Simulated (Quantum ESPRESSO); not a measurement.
NbTe:

```xyz
2
Lattice="3.4257 0.0000 0.0000 0.0000 3.4257 0.0000 0.0000 0.0000 3.4257" Properties=species:S:1:pos:R:3 pbc="T T T"
Nb    1.7128    1.7128    1.7128
Te    0.0000    0.0000    0.0000
```

The cell was built by a generator and needn't be a form met in nature.

* Program: Quantum ESPRESSO 7.5
* Task: phonons and electron-phonon coupling
* Functional: PBEsol
* Potentials or basis: GBRV 1.5 PBEsol
* Cutoff: 612 eV
* Density cutoff: 4898 eV
* k mesh: 6 × 6 × 6
* Occupations: methfessel-paxton, width 0.272 eV
* Spin: no spin polarisation
* Mixing beta: 0.5
* Most SCF iterations: 120
* SCF threshold: 4e-10 Ry
* q mesh: 3 × 3 × 3

The cell and the atoms were relaxed first, to 19.53 Å³/atom (a = 3.393 Å, b = 3.393 Å, c = 3.393 Å, α = 90.00°, β = 90.00°, γ = 90.00°), and the response was taken there.

Levels for the coupling come from a 18 × 18 × 18 mesh; ten broadenings of the double delta from 0.07 to 0.68 eV; Tc from the McMillan formula in the Allen-Dynes form.

Task: How strong is the electron-phonon coupling, and what superconducting temperature follows?

Result: Over broadenings from 0.27 to 0.54 eV, λ lies between 0.97 and 1.15 and ω_log near 142 K, which gives Tc from 9.4 to 12.1 K at μ* = 0.10 and from 8.1 to 10.7 K at μ* = 0.13.

Electron-phonon coupling by broadening of the double delta (levels on a 18 × 18 × 18 mesh):
```
broadening (eV)     λ  N(E_F) (states/eV a spin and cell)  ω_log (K)  Tc, μ* 0.10 (K)  Tc, μ* 0.13 (K)
           0.07  1.63                               1.051        144             17.7             16.2
           0.14  1.24                               1.161        143             13.4             12.0
           0.20  1.19                               1.190        143             12.6             11.2
           0.27  1.15                               1.171        142             12.1             10.7
           0.34  1.11                               1.128        142             11.5             10.0
           0.41  1.06                               1.077        142             10.8              9.3
           0.48  1.01                               1.028        142             10.1              8.7
           0.54  0.97                               0.983        142              9.4              8.1
           0.61  0.94                               0.945        142              8.9              7.5
           0.68  0.91                               0.914        143              8.5              7.1
```

Coupling and linewidth of each mode at the computed q points (broadening 0.27 eV):
```csv
q,cm⁻¹,λ of the modes,linewidths (GHz)
"(0.00, 0.00, 0.33)",91 91 109 151 151 155,0.04 0.04 0.37 0.07 0.07 0.07,5 5 60 22 22 23
"(0.00, 0.33, 0.33)",68 90 104 133 151 156,0.59 0.08 0.35 0.14 0.11 0.06,38 9 52 33 33 21
"(0.33, 0.33, 0.33)",100 104 104 131 146 146,0.31 0.30 0.31 0.17 0.08 0.09,42 45 46 41 24 25
```

The same from a weighted sum over the computed q points, without interpolation:
```csv
broadening (eV),λ,ω_log (K),"Tc, μ* 0.10 (K)","Tc, μ* 0.13 (K)"
0.07,1.58,148,17.7,16.2
0.14,1.20,148,13.3,11.8
0.20,1.15,147,12.5,11.0
0.27,1.12,146,12.0,10.5
0.34,1.08,146,11.3,9.9
0.41,1.03,146,10.6,9.2
0.48,0.99,146,9.9,8.5
0.54,0.95,146,9.3,7.9
0.61,0.91,146,8.8,7.4
0.68,0.89,146,8.3,6.9
```

The smallest broadenings aren't converged on these meshes, and μ* is assumed, not computed; spin fluctuations are left out.

Caveat: the k mesh is coarse; the mesh is thin for the phonons of a metal; λ from interpolated matrix elements is rough: modes that symmetry makes equal can differ by tens of percent.
